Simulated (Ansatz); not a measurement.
# Ba2Tl5V3O12: the cost of one run

Program: Ansatz 0.2.0. Level of theory: DFT PBE, scalar-relativistic, plane waves, PAW, unless a step names another level. These are calculated values, not measurements.

7 further runs of the same task are left out: 5 that didn't finish, 2 set aside as unsound or not needed.

**1. The system as given**

Symmetry: P-42m, No. 111, tetragonal system. Conventional cell: a = 10.975 Å, b = 10.975 Å, c = 6.604 Å, α = 90.00°, β = 90.00°, γ = 90.00°. Around Ba (site symmetry 222) lie 4 O at 2.58 Å. V (site symmetry -42m) is surrounded by 4 O at 1.73 Å. V (site symmetry 222) is surrounded by 4 O at 1.73 Å. Tl (site symmetry -42m) is surrounded by 4 O at 2.65 Å. Tl (site symmetry m) has 3 O at 2.50 to 2.65 Å as nearest neighbours. O (site symmetry m) is surrounded by 1 V at 1.73 Å and 1 Tl at 2.50 Å. Around O (site symmetry 1) lie 1 V at 1.73 Å.

As a file:

```
Ba V Tl O
1.0
    10.97457    0.00000    0.00000
     0.00000   10.97457    0.00000
     0.00000    0.00000    6.60400
Ba V Tl O
2 3 5 12
Direct
  0.00000 0.50000 0.00000
  0.50000 0.00000 0.00000
  0.50000 0.50000 0.00000
  0.50000 0.00000 0.50000
  0.00000 0.50000 0.50000
  0.50000 0.50000 0.50000
  0.71260 0.28740 0.40228
  0.28740 0.71260 0.40228
  0.71260 0.71260 0.59772
  0.28740 0.28740 0.59772
  0.41064 0.58936 0.15770
  0.58936 0.41064 0.15770
  0.58936 0.58936 0.84230
  0.41064 0.41064 0.84230
  0.58661 0.08569 0.33378
  0.41339 0.08569 0.66622
  0.58661 0.91431 0.66622
  0.41339 0.91431 0.33378
  0.08569 0.58661 0.33378
  0.08569 0.41339 0.66622
  0.91431 0.58661 0.66622
  0.91431 0.41339 0.33378
```

It came out lowest among 12 distinct ends of the trial cells. At a tolerance of 0.02 Å it has space group P-42m (No. 111).

**2. Electronic structure at the relaxed geometry**

File input.yaml:

```yaml
crystal:
  lattice:
    - [10.9745690242, 0.0, 0.0]
    - [0.0, 10.9745690242, 0.0]
    - [0.0, 0.0, 6.6039982808]
  atoms:
    - { symbol: Ba, position: [0.0, 0.5, 0.0] }
    - { symbol: Ba, position: [0.5, 0.0, 0.0] }
    - { symbol: V, position: [0.5, 0.5, 0.0] }
    - { symbol: V, position: [0.5, 0.0, 0.5] }
    - { symbol: V, position: [0.0, 0.5, 0.5] }
    - { symbol: Tl, position: [0.5, 0.5, 0.5] }
    - { symbol: Tl, position: [0.7126039448, 0.2873960552, 0.4022830683] }
    - { symbol: Tl, position: [0.2873960552, 0.7126039448, 0.4022830683] }
    - { symbol: Tl, position: [0.7126039448, 0.7126039448, 0.5977169317] }
    - { symbol: Tl, position: [0.2873960552, 0.2873960552, 0.5977169317] }
    - { symbol: O, position: [0.4106425724, 0.5893574276, 0.1577001357] }
    - { symbol: O, position: [0.5893574276, 0.4106425724, 0.1577001357] }
    - { symbol: O, position: [0.5893574276, 0.5893574276, 0.8422998643] }
    - { symbol: O, position: [0.4106425724, 0.4106425724, 0.8422998643] }
    - { symbol: O, position: [0.5866073476, 0.0856948747, 0.3337754879] }
    - { symbol: O, position: [0.4133926524, 0.0856948747, 0.6662245121] }
    - { symbol: O, position: [0.5866073476, 0.9143051253, 0.6662245121] }
    - { symbol: O, position: [0.4133926524, 0.9143051253, 0.3337754879] }
    - { symbol: O, position: [0.0856948747, 0.5866073476, 0.3337754879] }
    - { symbol: O, position: [0.0856948747, 0.4133926524, 0.6662245121] }
    - { symbol: O, position: [0.9143051253, 0.5866073476, 0.6662245121] }
    - { symbol: O, position: [0.9143051253, 0.4133926524, 0.3337754879] }
basis:
  ecutwfc: 420
kpoints:
  mp_grid: { grid: [4, 4, 4] }
  band_path:
    path:
      - [[0.0, 0.0, 0.0], [0.0, 0.5, 0.0], [0.5, 0.5, 0.0], [0.0, 0.0, 0.0], [0.0, 0.0, 0.5], [0.0, 0.5, 0.5], [0.5, 0.5, 0.5], [0.0, 0.0, 0.5]]
      - [[0.0, 0.5, 0.0], [0.0, 0.5, 0.5]]
      - [[0.5, 0.5, 0.0], [0.5, 0.5, 0.5]]
    npoints: 10
hamiltonian:
  xc: pbe
scf:
  occupations: { method: gaussian, width: 0.02 }
  n_extra_bands: 55
output:
  forces: true
  stress: true
  eigenvalues: true
  populations: true
  dos: { projected: true, de: 0.02, nscf_kmesh: { grid: [6, 6, 6] } }
  bader: false
  write_density: true
  write_potential: true
  elf: true
  volumetric_format: npy
```

On the command line:

```
$ ansatz run input.yaml --threads 5 --pin off --max-ram 14080MiB --backend cpu --events-out ev --progress --plain --runs-dir out
```

**Question.** How long does this run take on 5 threads of Intel Xeon Platinum 8488C (Sapphire Rapids), shared host, and how much memory does it need?

About 5.7 min, with a peak of 7.5 GiB.
